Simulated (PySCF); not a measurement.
# WOCl2: relaxation and vibrations of the singlet

The task is one start of a wider search on WOCl2: the singlet, from a B3LYP minimum start. It is relaxed, tested by its Hessian and followed downhill if it is a saddle.

The runs use PySCF 2.14.0; B3LYP, basis W def2-SVP with ECP60, O def2-SVP, Cl def2-SVP, scalar-relativistic core potentials, no spin–orbit coupling, density fitting.

**1. Starting geometry**

4 atoms, charge 0, spin multiplicity 1.

Bond lengths: W1–O2 1.680 Å, W1–Cl3 2.257 Å, W1–Cl4 2.257 Å. Angles: O2–W1–Cl3 113.9°, O2–W1–Cl4 113.9°, Cl3–W1–Cl4 132.3°.

Coordinates in bohr (charge 0 multiplicity 1):
```
W    -0.2126    0.0000   -0.1477
O    -2.8201    0.0000   -1.9599
Cl   -1.0216    0.0000    4.0400
Cl    3.4303    0.0000   -2.3660
```

**2. Finding the electronic state**

The steps below are one call of a driver around PySCF. For each, scf.py gives the equivalent set-up of the SCF; relaxations use the driver's own optimiser. After this first run the driver tries any further starts and a stability analysis.

The input, scf.py:

```python
from pyscf import gto, scf, dft
mol = gto.M(atom='''
W     -0.112494    -0.000000    -0.078178
O     -1.492359    -0.000000    -1.037128
Cl    -0.540600     0.000000     2.137865
Cl     1.815243    -0.000000    -1.252040''',
    basis={'W': 'def2-SVP', 'O': 'def2-SVP', 'Cl': 'def2-SVP'},
    ecp={'W': 'def2-SVP'},
    charge=0, spin=0)
mf = dft.RKS(mol, xc='B3LYP')
mf.grids.atom_grid = (50, 194)
aux = {'W': 'def2-universal-JKFIT', 'O': 'def2-universal-JKFIT', 'Cl': 'def2-universal-JKFIT'}
mf = mf.density_fit(auxbasis=aux)
mf.conv_tol = 1e-08
mf.diis_space = 10
mf.max_cycle = 60
mf.init_guess = 'minao'
mf.verbose = 4
mf.kernel()
```

The run is started by

```
$ OMP_NUM_THREADS=2 python axn.py task.json out
```

Further steps of the session: Relaxation: B3LYP minimum start, singlet; Vibrations and properties at this point; A spin-polarised start; Vibrations and properties at this point.

What does the calculation give? Wanted: minimum; geometry; wavenumbers; dipole moment; highest occupied, lowest empty level; polar-tensor charge of W1; zero-point energy; atomisation energy; ⟨S²⟩.

**Answer**, as computed:

| quantity | value |
| --- | --- |
| minimum | broken-symmetry (Ms = 0), C2v |
| geometry | W–Cl 2.275 Å (×2), W–O 1.683 Å; Cl–W–Cl 128.5°, Cl–W–O 115.7° (×2) |
| wavenumbers (cm⁻¹) | 99, 113, 213, 382, 424, 1057 |
| dipole moment | 1.24 D |
| highest occupied, lowest empty level (either spin) | -6.82, -3.79 eV |
| polar-tensor charge of W1 | +1.50 e |
| zero-point energy | 13.7 kJ/mol |
| entropy at 298.15 K | 334.1 J/(mol K) |
| atomisation energy (no zero-point energy) | 1545 kJ/mol |
| ⟨S²⟩ | 0.591 |

The molecule stays C2v, as typed, and the end point is a minimum. The determinant is spin-contaminated (⟨S²⟩ = 0.59 against 0.00), so it is no pure spin state. The strongest infrared band lies at 1057 cm⁻¹ (stretch). Only this shape and spin were tried, so other structures or states may lie lower. The SCF density has lower symmetry than the nuclear frame. With an element this heavy the missing spin–orbit coupling can shift these numbers.
